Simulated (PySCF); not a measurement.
# B3BiH12 (Bi(BH4)3): the cost of one run

Program: PySCF 2.14.0. Level of theory: PBE0, Bi def2-SVP with ECP60, B def2-SVP, H def2-SVP; scalar-relativistic core potentials, no spin–orbit coupling. These are calculated values, not measurements.

2 further runs of the same task are left out: 2 for a known fault of the program.

### 1 Where the work starts

16 atoms, charge 0, spin multiplicity 1.

Bond lengths: Bi1–B2 2.493 Å, Bi1–H5 2.064 Å, Bi1–B7 2.493 Å, Bi1–H10 2.064 Å, Bi1–B12 2.493 Å, Bi1–H15 2.064 Å, B2–H3 1.217 Å, B2–H4 1.220 Å, B2–H5 1.304 Å, B2–H6 1.235 Å, B7–H8 1.217 Å, B7–H9 1.220 Å, B7–H10 1.304 Å, B7–H11 1.235 Å, B12–H13 1.217 Å, B12–H14 1.220 Å, B12–H15 1.304 Å, B12–H16 1.235 Å. Angles: B2–Bi1–H5 31.5°, B2–Bi1–B7 112.1°, B2–Bi1–H10 88.3°, B2–Bi1–B12 112.1°, B2–Bi1–H15 105.4°, H5–Bi1–B7 105.4°, H5–Bi1–H10 74.5°, H5–Bi1–B12 88.3°, H5–Bi1–H15 74.5°, B7–Bi1–H10 31.5°, B7–Bi1–B12 112.1°, B7–Bi1–H15 88.3°, H10–Bi1–B12 105.4°, H10–Bi1–H15 74.5°, B12–Bi1–H15 31.5°, Bi1–B2–H3 144.9°, Bi1–B2–H4 89.3°, Bi1–B2–H5 55.8° and more.

Coordinates:

```mol
B3BiH12
  3D, bonds by distance, orders not assigned

 16 18  0  0  0  0  0  0  0  0999 V2000
    0.0000   -0.0000    0.1470 Bi  0  0
    2.3876   -0.0122   -0.5696 B   0  0
    3.1415    0.0616   -1.5217 H   0  0
    2.6132   -0.8870    0.2505 H   0  0
    1.3922   -0.3749   -1.3293 H   0  0
    2.1997    1.1093   -0.0878 H   0  0
   -1.1832    2.0738   -0.5696 B   0  0
   -1.6241    2.6898   -1.5217 H   0  0
   -0.5384    2.7066    0.2505 H   0  0
   -0.3714    1.3931   -1.3293 H   0  0
   -2.0605    1.3504   -0.0877 H   0  0
   -1.2043   -2.0616   -0.5696 B   0  0
   -1.5174   -2.7514   -1.5217 H   0  0
   -2.0747   -1.8196    0.2505 H   0  0
   -1.0208   -1.0182   -1.3293 H   0  0
   -0.1392   -2.4596   -0.0877 H   0  0
  1  2  8  0
  1  5  8  0
  1  7  8  0
  1 10  8  0
  1 12  8  0
  1 15  8  0
  2  3  8  0
  2  4  8  0
  2  5  8  0
  2  6  8  0
  7  8  8  0
  7  9  8  0
  7 10  8  0
  7 11  8  0
 12 13  8  0
 12 14  8  0
 12 15  8  0
 12 16  8  0
M  END
```

Formal oxidation states: Bi +3. An earlier session relaxed this geometry at PBE0, Bi def2-SVP with ECP60, B def2-SVP, H def2-SVP (singlet, point group C3).

Its energy there is -296.085868 Eh.

### 2 Multiplicity 3 at the relaxed geometry

run.py (the lines that set the calculation) reads:

```python
mol = gto.M(atom='''
Bi     0.00000     0.00000     0.14703
B      2.38756    -0.01218    -0.56962
H      3.14149     0.06156    -1.52174
H      2.61318    -0.88698     0.25048
H      1.39216    -0.37489    -1.32929
H      2.19971     1.10926    -0.08776
B     -1.18324     2.07378    -0.56960
H     -1.62406     2.68984    -1.52170
H     -0.53844     2.70656     0.25051
H     -0.37142     1.39310    -1.32927
H     -2.06050     1.35038    -0.08773
B     -1.20433    -2.06160    -0.56961
H     -1.51745    -2.75138    -1.52172
H     -2.07473    -1.81959     0.25050
H     -1.02076    -1.01820    -1.32927
H     -0.13921    -2.45963    -0.08775''',
    basis={'Bi': 'def2-SVP', 'B': 'def2-SVP', 'H': 'def2-SVP'},
    ecp={'Bi': 'def2-SVP'},
    charge=0, spin=2)
mf = dft.UKS(mol, xc='PBE0')
mf.grids.atom_grid = (50, 194)
mf = mf.density_fit()  # fitting sets: Bi def2-universal-JKFIT, B def2-universal-JKFIT, H def2-universal-JKFIT
mf.conv_tol = 1e-08; mf.max_cycle = 55
mf.kernel(dm0)  # dm0: free metal ions and neutral atoms
```

Run with:

```sh
$ OMP_NUM_THREADS=2 python run.py
```

**Question.** How long does this run take on 2 threads of Arm Neoverse V1, shared host?

About 11 s.
